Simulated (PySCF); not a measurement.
# Sn3H8: NMR shieldings

Wanted: NMR shieldings for Sn3H8.

Computed with PySCF 2.14.0 and routines of our own; the level stands in each step. Atoms count from 0.

## Step 1: The system as given

11 atoms, charge 0, multiplicity 1; geometry from: GFN2-xTB.

## Step 2: NMR shieldings: PBE/pcSseg-1 Sn:us-x2c-TZVPall-2c, spin–orbit

The job: settings as JSON, then the geometry in Å.

```
{"job": {"kind": "hnmr", "xc": "PBE", "basis": {"default": "pcSseg-1", "Sn": "us-x2c-TZVPall-2c"}, "rel": "so"}, "charge": 0, "multiplicity": 1}
Sn    -1.739960     0.330630    -1.640690
H     -1.285480    -0.524120    -2.996140
H     -3.388310     0.155380    -1.501060
H     -1.467850     1.934530    -2.006730
Sn    -0.465430    -0.515400     0.608810
H     -0.613340    -2.193040     0.687670
H     -1.393590    -0.071140     1.944560
Sn     2.128490     0.116210     1.128370
H      2.626080    -0.532570     2.576380
H      3.186540    -0.456490    -0.026620
H      2.412860     1.756020     1.225440
```

With the program's defaults for keys left out, this is: PBE/pcSseg-1 Sn:us-x2c-TZVPall-2c GIAO NMR shielding, X2C with spin-orbit coupling, screened-nuclear two-electron part, Gaussian nuclei, gas phase.

Started as:

```sh
OMP_NUM_THREADS=1 python heavy_run.py task.json out
```

One launch serves the whole session: the jobs run in the order shown.

The program printed:

```text
spin-free SCF
coarse grid: 43856 points
cycle   1  E = -18533.0960444734  dE = -6.269e-01  |g| = 3.868e-01  |ddm| = 2.904e+02
cycle   2  E = -18533.1031789089  dE = -7.134e-03  |g| = 2.062e-01  |ddm| = 4.431e-01
cycle   3  E = -18533.1056507324  dE = -2.472e-03  |g| = 1.191e-01  |ddm| = 2.137e-01
cycle   4  E = -18533.1071531433  dE = -1.502e-03  |g| = 2.384e-02  |ddm| = 1.311e-01
cycle   5  E = -18533.1073037711  dE = -1.506e-04  |g| = 5.888e-03  |ddm| = 3.730e-02
cycle   6  E = -18533.1073109887  dE = -7.218e-06  |g| = 1.603e-03  |ddm| = 6.394e-03
final grid: 85112 points
cycle   7  E = -18533.1005253940  dE = -4.199e-06  |g| = 4.197e-03  |ddm| = 5.043e-03
cycle   8  E = -18533.1005249007  dE =  4.933e-07  |g| = 3.171e-03  |ddm| = 4.763e-03
cycle   9  E = -18533.1005257605  dE = -8.598e-07  |g| = 1.347e-03  |ddm| = 3.853e-03
cycle  10  E = -18533.1005259421  dE = -1.816e-07  |g| = 1.810e-04  |ddm| = 1.140e-03
cycle  11  E = -18533.1005259488  dE = -6.698e-09  |g| = 1.882e-05  |ddm| = 1.561e-04
converged SCF energy = -18533.1005259488
two-component SCF
cycle   1  E = -18531.1538902426  dE = -1.853e+04  |FDS-SDF| = 7.734e+01
cycle   2  E = -18535.5889923671  dE = -4.435e+00  |FDS-SDF| = 1.153e-01
cycle   3  E = -18535.5890041574  dE = -1.179e-05  |FDS-SDF| = 1.789e-02
cycle   4  E = -18535.5890016692  dE =  2.488e-06  |FDS-SDF| = 1.076e-02
cycle   5  E = -18535.5890106098  dE = -8.941e-06  |FDS-SDF| = 2.633e-03
cycle   6  E = -18535.5890118245  dE = -1.215e-06  |FDS-SDF| = 5.217e-04
cycle   7  E = -18535.5890118716  dE = -4.710e-08  |FDS-SDF| = 4.432e-05
cycle   8  E = -18535.5890118719  dE = -2.728e-10  |FDS-SDF| = 1.843e-05
converged, E = -18535.5890118719

Field gradients (au) and densities at the nuclei (bohr^-3)
atom        Vxx        Vyy        Vzz        centre      nuclear mean
  0 Sn    -0.3585    -0.4175     0.7760     174622.062     173409.989
  1 H     -0.0657    -0.0661     0.1318          0.341          0.341
  2 H     -0.0662    -0.0666     0.1328          0.341          0.341
  3 H     -0.0653    -0.0656     0.1309          0.341          0.341
  4 Sn    -0.2923    -0.4483     0.7405     174623.204     173411.124
  5 H     -0.0608    -0.0613     0.1221          0.337          0.337
  6 H     -0.0608    -0.0612     0.1220          0.337          0.337
  7 Sn    -0.3466    -0.4127     0.7593     174622.065     173409.992
  8 H     -0.0664    -0.0668     0.1332          0.341          0.341
  9 H     -0.0652    -0.0655     0.1307          0.341          0.341
 10 H     -0.0654    -0.0657     0.1310          0.341          0.341
without picture change
  0 Sn                           0.8548                    356459.342
  4 Sn                           0.8117                    356461.734
  7 Sn                           0.8362                    356459.349

Core orbital energies (eV)
atom   shell        mean    spread
  0 Sn 1s       -28957.458   0.000
  0 Sn 2s        -4371.435   0.000
  0 Sn 3s         -843.452   0.000
  0 Sn 4s         -133.509   0.000
  0 Sn 5s          -13.818   0.000
  0 Sn 2p1/2     -4082.547   0.000
  0 Sn 2p3/2     -3853.365   0.006
  0 Sn 3p1/2      -726.345   0.000
  0 Sn 3p3/2      -684.378   0.017
  0 Sn 4p1/2       -94.626   0.000
  0 Sn 4p3/2       -87.068   0.024
  0 Sn 3d3/2      -477.477   0.016
  0 Sn 3d5/2      -468.963   0.021
  0 Sn 4d3/2       -26.339   0.010
  0 Sn 4d5/2       -25.312   0.114
  4 Sn 1s       -28957.537   0.000
  4 Sn 2s        -4371.509   0.000
  4 Sn 3s         -843.516   0.000
  4 Sn 4s         -133.552   0.000
  4 Sn 2p1/2     -4082.622   0.000
  4 Sn 2p3/2     -3853.440   0.006
  4 Sn 3p1/2      -726.410   0.000
  4 Sn 3p3/2      -684.442   0.016
  4 Sn 4p1/2       -94.667   0.000
  4 Sn 4p3/2       -87.108   0.030
  4 Sn 3d3/2      -477.543   0.015
  4 Sn 3d5/2      -469.029   0.020
  4 Sn 4d3/2       -26.359   0.023
  4 Sn 4d5/2       -25.334   0.099
  7 Sn 1s       -28957.453   0.000
  7 Sn 2s        -4371.430   0.000
  7 Sn 3s         -843.447   0.000
  7 Sn 4s         -133.503   0.000
  7 Sn 5s          -13.818   0.000
  7 Sn 2p1/2     -4082.541   0.000
  7 Sn 2p3/2     -3853.360   0.006
  7 Sn 3p1/2      -726.339   0.000
  7 Sn 3p3/2      -684.372   0.017
  7 Sn 4p1/2       -94.621   0.000
  7 Sn 4p3/2       -87.063   0.024
  7 Sn 3d3/2      -477.472   0.015
  7 Sn 3d5/2      -468.958   0.020
  7 Sn 4d3/2       -26.333   0.010
  7 Sn 4d5/2       -25.306   0.114

Shielding tensors (ppm)
atom      isotropic    diamagn.    paramagn.     s11        s22        s33       span
  0 Sn     3900.37     4740.28     -839.91    3879.45    3906.70    3914.96      35.51
  1 H        28.19       28.03        0.16      19.86      20.73      43.98      24.12
  2 H        28.03       27.57        0.46      19.53      20.36      44.19      24.66
  3 H        28.22       28.15        0.07      19.70      21.30      43.68      23.98
  4 Sn     4000.53     4740.80     -740.27    3982.03    3997.52    4022.04      40.01
  5 H        28.45       28.17        0.28      20.03      21.56      43.76      23.73
  6 H        28.44       28.16        0.28      19.74      21.63      43.96      24.22
  7 Sn     3899.47     4740.27     -840.80    3877.69    3905.91    3914.80      37.11
  8 H        28.02       27.56        0.45      19.61      20.28      44.15      24.53
  9 H        28.20       28.08        0.13      19.89      20.98      43.73      23.84
 10 H        28.20       28.06        0.14      19.84      21.00      43.76      23.92
```

Run time: 2.9 min. Hardware: 1 thread of Arm Neoverse V2, shared host; peak memory 1.7 GiB.

From this job:

| quantity | value |
| --- | --- |
| energy from spin-orbit coupling | -2.4885 Eh |

## Step 3: NMR shieldings: PBE/pcSseg-1 Sn:us-x2c-TZVPall-2c, spin-free

Settings changed since step 2:

```diff
@@ -1,2 +1,2 @@
-{"job": {"kind": "hnmr", "xc": "PBE", "basis": {"default": "pcSseg-1", "Sn": "us-x2c-TZVPall-2c"}, "rel": "so"}, "charge": 0, "multiplicity": 1}
+{"job": {"kind": "hnmr", "xc": "PBE", "basis": {"default": "pcSseg-1", "Sn": "us-x2c-TZVPall-2c"}, "rel": "sf"}, "charge": 0, "multiplicity": 1}
 Sn    -1.739960     0.330630    -1.640690
```

Level: PBE/pcSseg-1 Sn:us-x2c-TZVPall-2c GIAO NMR shielding, spin-free X2C, Gaussian nuclei, gas phase.

The program printed:

```text
spin-free SCF
coarse grid: 43856 points
cycle   1  E = -18533.0960444734  dE = -6.269e-01  |g| = 3.868e-01  |ddm| = 2.904e+02
cycle   2  E = -18533.1031789089  dE = -7.134e-03  |g| = 2.062e-01  |ddm| = 4.431e-01
cycle   3  E = -18533.1056507324  dE = -2.472e-03  |g| = 1.191e-01  |ddm| = 2.137e-01
cycle   4  E = -18533.1071531433  dE = -1.502e-03  |g| = 2.384e-02  |ddm| = 1.311e-01
cycle   5  E = -18533.1073037711  dE = -1.506e-04  |g| = 5.888e-03  |ddm| = 3.730e-02
cycle   6  E = -18533.1073109887  dE = -7.218e-06  |g| = 1.603e-03  |ddm| = 6.394e-03
final grid: 85112 points
cycle   7  E = -18533.1005253940  dE = -4.199e-06  |g| = 4.197e-03  |ddm| = 5.043e-03
cycle   8  E = -18533.1005249007  dE =  4.933e-07  |g| = 3.171e-03  |ddm| = 4.763e-03
cycle   9  E = -18533.1005257605  dE = -8.598e-07  |g| = 1.347e-03  |ddm| = 3.853e-03
cycle  10  E = -18533.1005259421  dE = -1.816e-07  |g| = 1.810e-04  |ddm| = 1.140e-03
cycle  11  E = -18533.1005259488  dE = -6.698e-09  |g| = 1.882e-05  |ddm| = 1.561e-04
converged SCF energy = -18533.1005259488
check of the scalar solution
cycle   1  E = -18533.1005259488  dE = -1.853e+04  |FDS-SDF| = 7.044e+00
cycle   2  E = -18533.1030944759  dE = -2.569e-03  |FDS-SDF| = 3.186e-03
cycle   3  E = -18533.1030944769  dE = -1.004e-09  |FDS-SDF| = 1.738e-04
cycle   4  E = -18533.1030944762  dE =  6.366e-10  |FDS-SDF| = 1.474e-04
cycle   5  E = -18533.1030944776  dE = -1.335e-09  |FDS-SDF| = 2.522e-05
converged, E = -18533.1030944776

Field gradients (au) and densities at the nuclei (bohr^-3)
atom        Vxx        Vyy        Vzz        centre      nuclear mean
  0 Sn    -0.3577    -0.4169     0.7746     174521.203     173309.131
  1 H     -0.0658    -0.0662     0.1319          0.341          0.341
  2 H     -0.0663    -0.0666     0.1329          0.341          0.341
  3 H     -0.0654    -0.0656     0.1310          0.341          0.341
  4 Sn    -0.2908    -0.4476     0.7384     174522.345     173310.265
  5 H     -0.0609    -0.0614     0.1223          0.337          0.337
  6 H     -0.0609    -0.0613     0.1222          0.337          0.337
  7 Sn    -0.3459    -0.4121     0.7580     174521.206     173309.134
  8 H     -0.0665    -0.0668     0.1333          0.341          0.341
  9 H     -0.0653    -0.0656     0.1309          0.341          0.341
 10 H     -0.0654    -0.0657     0.1312          0.341          0.341
without picture change
  0 Sn                           0.8590                    356471.620
  4 Sn                           0.8145                    356474.011
  7 Sn                           0.8405                    356471.627

Core orbital energies (eV)
atom   shell        mean    spread
  0 Sn 1s       -28959.005   0.000
  0 Sn 2s        -4371.724   0.000
  0 Sn 3s         -843.517   0.000
  0 Sn 4s         -133.523   0.000
  0 Sn 5s          -13.822   0.000
  0 Sn 2p        -3927.031   0.008
  0 Sn 3p         -697.893   0.026
  0 Sn 4p          -89.498   0.036
  0 Sn 3d         -472.396   0.023
  0 Sn 4d          -25.728   0.171
  4 Sn 1s       -28959.087   0.000
  4 Sn 2s        -4371.800   0.000
  4 Sn 3s         -843.583   0.000
  4 Sn 4s         -133.567   0.000
  4 Sn 2p        -3927.108   0.009
  4 Sn 3p         -697.960   0.026
  4 Sn 4p          -89.539   0.046
  4 Sn 3d         -472.464   0.022
  4 Sn 4d          -25.751   0.164
  7 Sn 1s       -28959.000   0.000
  7 Sn 2s        -4371.719   0.000
  7 Sn 3s         -843.511   0.000
  7 Sn 4s         -133.517   0.000
  7 Sn 5s          -13.823   0.000
  7 Sn 2p        -3927.025   0.008
  7 Sn 3p         -697.888   0.025
  7 Sn 4p          -89.492   0.036
  7 Sn 3d         -472.391   0.022
  7 Sn 4d          -25.722   0.171

Shielding tensors (ppm)
atom      isotropic    diamagn.    paramagn.     s11        s22        s33       span
  0 Sn     3042.19     5137.07    -2094.87    2998.64    3017.72    3110.22     111.58
  1 H        27.56       28.20       -0.64      18.20      19.98      44.49      26.29
  2 H        27.47       27.79       -0.32      17.93      19.62      44.88      26.95
  3 H        27.56       28.30       -0.74      18.06      20.36      44.25      26.19
  4 Sn     3101.16     5137.82    -2036.66    3047.71    3089.64    3166.12     118.41
  5 H        27.47       28.40       -0.93      17.64      20.23      44.55      26.91
  6 H        27.46       28.39       -0.93      17.53      20.27      44.59      27.06
  7 Sn     3041.17     5137.04    -2095.87    2997.35    3017.19    3108.96     111.61
  8 H        27.49       27.79       -0.31      17.94      19.60      44.92      26.98
  9 H        27.55       28.24       -0.68      18.17      20.15      44.34      26.17
 10 H        27.55       28.22       -0.67      18.16      20.13      44.36      26.20
```

Wall time 48 s (1 thread of Arm Neoverse V2, shared host); peak memory 1.2 GiB.

## Step 4: Shieldings side by side

| run | Sn4 | Sn7 | Sn0 | H6 | H5 | H3 | H9 | time |
| --- | --- | --- | --- | --- | --- | --- | --- | --- |
| step 2, PBE/pcSseg-1 Sn:us-x2c-TZVPall-2c, spin–orbit | 4000.5 | 3899.5 | 3900.4 | 28.4 | 28.4 | 28.2 | 28.2 | 2.9 min |
| step 3, PBE/pcSseg-1 Sn:us-x2c-TZVPall-2c, spin-free | 3101.2 | 3041.2 | 3042.2 | 27.5 | 27.5 | 27.6 | 27.6 | 48 s |

## Step 5: Outcome

| quantity | value |
| --- | --- |
| energy from spin-orbit coupling (step 2, PBE/pcSseg-1 Sn:us-x2c-TZVPall-2c, spin–orbit) | -2.4885 Eh |
| shieldings (step 2, PBE/pcSseg-1 Sn:us-x2c-TZVPall-2c, spin–orbit) | Sn0 3900.4, Sn4 4000.5, Sn7 3899.5 ppm |
| shieldings (step 3, PBE/pcSseg-1 Sn:us-x2c-TZVPall-2c, spin-free) | Sn0 3042.2, Sn4 3101.2, Sn7 3041.2 ppm |

What this shows: A contracted two-component basis is stiff near heavy nuclei, so the absolute shieldings of the heavy atoms from it are rough. In step 2, Sn4 has the widest tensor, 40 ppm. Sn4 moves most between the runs, by 899 ppm; the labels say what changes from run to run. The geometry comes from tight binding, which is rough for metal atoms, and these values hang on it.
